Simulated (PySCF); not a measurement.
# One shape, several levels: C2H9InO (SMILES C[O+](C)[InH3-])

Aim: a comparison of 3 runs (HF/def2-SVP, TPSS/3-21G, SVWN5/def2-TZVP) of C2H9InO. The job is set up through a Python script.

The results are computed with PySCF 2.14.0.

## Step 1: The system as given

The species is C2H9InO (13 atoms), meant as a singlet with charge 0. SMILES: `C[O+](C)[InH3-]`. Geometry: relaxed at PBE0-D4/def2-TZVP.

Bond lengths: C1–O2 1.416 Å, O2–C3 1.416 Å, O2–In4 2.389 Å, C1–H5 1.089 Å, C1–H6 1.095 Å, C1–H7 1.096 Å, C3–H8 1.095 Å, C3–H9 1.096 Å, C3–H10 1.089 Å, In4–H11 1.731 Å, In4–H12 1.731 Å, In4–H13 1.737 Å. Some angles: C1–O2–C3 112.7°, C1–O2–In4 115.6°, C3–O2–In4 115.7°, O2–C1–H5 107.3°, O2–C1–H6 110.0°, O2–C1–H7 110.8°, O2–C3–H8 110.0°, O2–C3–H9 110.8°, O2–C3–H10 107.3°, O2–In4–H11 94.8°.

## Step 2: Energy and gradient at HF/def2-SVP (core potential) (run 1)

The input, run.py:

```python
from pyscf import gto, scf

mol = gto.Mole()
mol.atom = '''
C     -0.832424     2.397685    -1.281423
O     -0.589784     0.440495     0.525722
C      1.290872     0.954501     2.357433
In    -0.615862    -3.760933    -1.128166
H     -2.337969     1.854955    -2.574941
H     -1.331312     4.171004    -0.340529
H      0.931824     2.647317    -2.335890
H      0.833180     2.699096     3.370138
H      3.151685     1.139316     1.468506
H      1.310525    -0.624932     3.676084
H     -3.383555    -3.371082    -2.827975
H     -0.640428    -5.210353     1.804311
H      2.252176    -3.403019    -2.684923
'''
mol.ecp = {'In': 'def2-svp'}
mol.verbose = 4
mol.max_memory = 1860
mol.basis = 'def2-svp'
mol.unit = 'bohr'
mol.charge = 0
mol.build()

mf = scf.RHF(mol)
mf.conv_tol = 1e-10
mf.kernel()
if not mf.converged:
    mf = mf.newton().run(mf.mo_coeff, mf.mo_occ)

energy = mf.e_tot
print('Final energy', energy)
grad = mf.nuc_grad_method().kernel()
mf.analyze()
```

Launch:

```sh
$ OMP_NUM_THREADS=1 python run.py
```

Standard output:

```text
PySCF version 2.14.0

[... 98 lines left out ...]
MO #8   energy= -1.41114806037514  occ= 2
[... 20 lines left out ...]
MO #29  energy= 0.171714763723914  occ= 0
[... 20 lines left out ...]
MO #50  energy= 0.758812641834256  occ= 0
[... 20 lines left out ...]
MO #71  energy= 1.7029807277291    occ= 0
[... 20 lines left out ...]
MO #92  energy= 2.33080922451864   occ= 0
[... 20 lines left out ...]
MO #113 energy= 61.7179770988257   occ= 0
[... 129 lines left out ...]
Dipole moment(X, Y, Z, Debye):  0.97891,  3.82706,  0.95000
```

Run time: 29 s. Hardware: 1 thread of Intel Xeon at 2.70GHz, shared host; peak memory 0.28 GiB.

## Step 3: Energy and forces at TPSS/3-21G (run 2)

The input, job.py:

```python
from pyscf import gto, dft

mol = gto.Mole()
mol.atom = '''
C   -0.440500   1.268800  -0.678100
O   -0.312100   0.233100   0.278200
C    0.683100   0.505100   1.247500
In  -0.325900  -1.990200  -0.597000
H   -1.237200   0.981600  -1.362600
H   -0.704500   2.207200  -0.180200
H    0.493100   1.400900  -1.236100
H    0.440900   1.428300   1.783400
H    1.667800   0.602900   0.777100
H    0.693500  -0.330700   1.945300
H   -1.790500  -1.783900  -1.496500
H   -0.338900  -2.757200   0.954800
H    1.191800  -1.800800  -1.420800
'''
mol.verbose = 4
mol.spin = 0
mol.max_memory = 1860
mol.basis = '3-21g'
mol.build()

myscf = dft.RKS(mol)
myscf.xc = 'tpss'
myscf.conv_tol = 1e-10
myscf.grids.level = 5
myscf.kernel()
if not myscf.converged:
    myscf = myscf.newton().run(myscf.mo_coeff, myscf.mo_occ)

e_final = myscf.e_tot
print(f'total energy: {e_final:.8f} hartree')
grad = myscf.nuc_grad_method().kernel()
myscf.analyze()
```

Launch:

```sh
$ OMP_NUM_THREADS=1 python job.py
```

Standard output:

```text
PySCF version 2.14.0

[... 103 lines left out ...]
MO #1   energy= -979.657352196191  occ= 2
[... 14 lines left out ...]
MO #16  energy= -10.014280339276   occ= 2
[... 14 lines left out ...]
MO #31  energy= -0.477790925770748 occ= 2
[... 14 lines left out ...]
MO #46  energy= 0.129666174431692  occ= 0
[... 14 lines left out ...]
MO #61  energy= 0.85640420936931   occ= 0
[... 14 lines left out ...]
MO #76  energy= 2.98597009946382   occ= 0
[... 92 lines left out ...]
Dipole moment(X, Y, Z, Debye):  0.96273,  4.07523,  1.05760
```

It took 49 s on 1 thread of Intel Xeon at 2.70GHz, shared host; peak memory 0.78 GiB.

## Step 4: Energy and gradient at SVWN5/def2-TZVP (core potential) (run 3)

The input, input.py:

```python
import pyscf.grad
from pyscf import gto, dft

system = gto.M(
    atom='''
C       -0.440500       1.268800      -0.678100
O       -0.312100       0.233100       0.278200
C        0.683100       0.505100       1.247500
In      -0.325900      -1.990200      -0.597000
H       -1.237200       0.981600      -1.362600
H       -0.704500       2.207200      -0.180200
H        0.493100       1.400900      -1.236100
H        0.440900       1.428300       1.783400
H        1.667800       0.602900       0.777100
H        0.693500      -0.330700       1.945300
H       -1.790500      -1.783900      -1.496500
H       -0.338900      -2.757200       0.954800
H        1.191800      -1.800800      -1.420800
''',
    basis='def2-tzvp',
    verbose=4,
    max_memory=1860,
    ecp={'In': 'def2-svp'},
)

mf = dft.RKS(system)
mf.xc = 'svwn'
mf.grids.level = 5
mf.conv_tol = 1e-10
mf.kernel()
if not mf.converged:
    mf = mf.newton().run(mf.mo_coeff, mf.mo_occ)

e_final = mf.e_tot
print('Final energy', e_final)
grad = mf.Gradients().kernel()
mf.analyze()
```

Launch:

```sh
$ OMP_NUM_THREADS=1 python input.py
```

Standard output:

```text
PySCF version 2.14.0

[... 135 lines left out ...]
MO #22  energy= -0.322618621028077 occ= 2
[... 34 lines left out ...]
MO #57  energy= 0.394596393516537  occ= 0
[... 34 lines left out ...]
MO #92  energy= 1.1164453084848    occ= 0
[... 34 lines left out ...]
MO #127 energy= 2.19412617461477   occ= 0
[... 34 lines left out ...]
MO #162 energy= 3.36652167307904   occ= 0
[... 34 lines left out ...]
MO #197 energy= 125.2182527631     occ= 0
[... 213 lines left out ...]
Dipole moment(X, Y, Z, Debye):  0.76146,  3.46699,  0.93343
```

It took 2.2 min on 1 thread of Intel Xeon at 2.70GHz, shared host; peak memory 2.2 GiB.

## Step 5: All runs side by side

```csv
run,level,core potential,integration grid,energy (Eh),dipole moment (D),HOMO energy (eV),LUMO energy (eV),wall time
1,HF/def2-SVP (core potential),def2-svp,–,-344.877478,4.06,-10.23,2.46,29 s
2,TPSS/3-21G,–,5,-5872.882612,4.32,-6.25,-0.53,49 s
3,SVWN5/def2-TZVP (core potential),def2-svp,5,-345.349991,3.67,-6.33,-1.45,2.2 min
```

## Step 6: Results

| quantity | value |
| --- | --- |
| run 3: total energy | -345.34999 Eh |
| run 3: dipole moment | 3.67 D |
| run 3: HOMO energy | -6.33 eV |
| run 3: LUMO energy | -1.45 eV |
| run 3: HOMO–LUMO gap | 4.89 eV |
| run 3: largest force on an atom | 0.582 eV/Å |

**Reading.** The dipole moment (its size) runs from 3.67 D (SVWN5/def2-TZVP) to 4.32 D (TPSS/3-21G). The two ends differ in method and basis and core potential. The HOMO–LUMO gap runs from 4.89 eV (SVWN5/def2-TZVP) to 12.69 eV (HF/def2-SVP). The two ends differ in method and basis. Totals of different functionals can't be ranked against each other. Some runs of one species differ in core potentials or relativity; totals across that change don't compare. In run 2 relativity is left out where basis or elements ask for it. All runs together took 3.5 min, the longest 2.2 min.
